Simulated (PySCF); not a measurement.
# C5H4F2: the cost of one run

The runs use PySCF 2.14.0, with density-fitted response routines of our own; the level of theory stands in each step. All values are computed, except where a source is named. Atoms count from 0, in the outputs and in this text.

## 1. The molecule as given

11 atoms, charge 0, multiplicity 1; geometry from: GFN2-xTB. The atoms were then displaced at random by about 0.01 Å, so the start is not that level's minimum.

Bonds of the start (Å): F0–C1 1.34, C1–C2 1.35, C2–F3 1.32, C2–C4 1.40, C4–C5 1.32, C5–C6 1.51, C6–C4 1.51, C1–H7 1.07, C5–H8 1.07, C6–H9 1.08, C6–H10 1.07.

## 2. Optimising the geometry at PBE0-D3(BJ)/def2-SVP

What the job is given:

```
{"job": {"xc": "PBE0", "basis": "def2-SVP", "d3": "d3bj", "grid": 1, "shake": 0.01, "kind": "geom"}, "charge": 0, "multiplicity": 1}
F      2.132650    -0.816040    -0.660110
C      1.164010    -1.615630    -0.197100
C     -0.050430    -1.155130     0.171660
F     -0.882090    -2.064950     0.639850
C     -0.481510     0.180830     0.136120
C     -1.401750     1.103630     0.349250
C     -0.090820     1.595860    -0.202750
H      1.486020    -2.640470    -0.157470
H     -2.375830     1.368400     0.692660
H      0.584320     2.133820     0.449150
H     -0.046450     1.883850    -1.236940
```

The run is started by

```sh
OMP_NUM_THREADS=1 python probes_run.py task.json out
```

The driver reads the jobs from task.json and runs them one after another.

**Question.** How long does this first job take on 1 thread of Arm Neoverse N1, shared host, and how much memory does it need?

About 77 s, with a peak of 0.51 GiB.
